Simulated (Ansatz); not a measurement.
# C4H4Si: basis-set convergence

How large a basis does C4H4Si need? Two functionals are run in growing sets.

Method: one geometry, several basis sets; program: Ansatz 0.2.0, Gaussian basis.

Plan: PBE0-D4/def2-SVP; ωB97M-V/def2-SVP; PBE0-D4/def2-QZVPP; ωB97M-V/def2-QZVPP; the functionals' def2-TZVPP values are taken from earlier runs.

**1. The relaxed structure**

All runs share one geometry, relaxed beforehand with PBE0-D4 in a triple-zeta def2 set.

9 atoms, charge 0, spin multiplicity 1.

Atoms are counted from 1 here; the program's logs count them from 0.

Bond lengths: C1–C2 1.205 Å, C1–H6 1.066 Å, C2–Si3 1.821 Å, Si3–C4 1.821 Å, Si3–H7 1.481 Å, Si3–H8 1.481 Å, C4–C5 1.205 Å, C5–H9 1.066 Å. Angles: C2–C1–H6 179.8°, C1–C2–Si3 179.3°, C2–Si3–C4 109.7°, C2–Si3–H7 109.3°, C2–Si3–H8 109.3°, C4–Si3–H7 109.3°, C4–Si3–H8 109.3°, H7–Si3–H8 109.9°, Si3–C4–C5 179.3°, C4–C5–H9 179.8°.

**2. PBE0-D4 in def2-SVP**

Input file in.yaml:

```yaml
crystal:
  periodic: [false, false, false]
  atoms:
    - {symbol: C, position_ang: [1.986064, -0.068009, 1.693040]}
    - {symbol: C, position_ang: [1.245019, -0.318184, 0.775771]}
    - {symbol: Si, position_ang: [0.139517, -0.713752, -0.616364]}
    - {symbol: C, position_ang: [-1.252921, 0.459594, -0.648381]}
    - {symbol: C, position_ang: [-2.180563, 1.228677, -0.681707]}
    - {symbol: H, position_ang: [2.639623, 0.155608, 2.505083]}
    - {symbol: H, position_ang: [0.896061, -0.611380, -1.885802]}
    - {symbol: H, position_ang: [-0.384559, -2.089255, -0.450097]}
    - {symbol: H, position_ang: [-2.999844, 1.910302, -0.708643]}
basis:
  gaussian: {orbitals: def2-SVP}
hamiltonian: {xc: pbe0, dispersion: d4}
output: {orbitals: {seedname: orbitals}}
```

After this run come: ωB97M-V in def2-SVP; PBE0-D4 in def2-QZVPP; ωB97M-V in def2-QZVPP.

Q: Predict the results of all the runs planned. Wanted: PBE0-D4: double and triple zeta above quadruple; ωB97M-V: double and triple zeta above quadruple.

The runs gave:

| quantity | value |
| --- | --- |
| PBE0-D4: double and triple zeta above quadruple | 8.02, 0.49 eV |
| ωB97M-V: double and triple zeta above quadruple | 8.20, 0.44 eV |

What this shows: For PBE0-D4 the step from double to triple zeta gains 7.53 eV and the next only 0.49 eV. Total energies overstate the basis error of differences, where much of it tends to cancel.
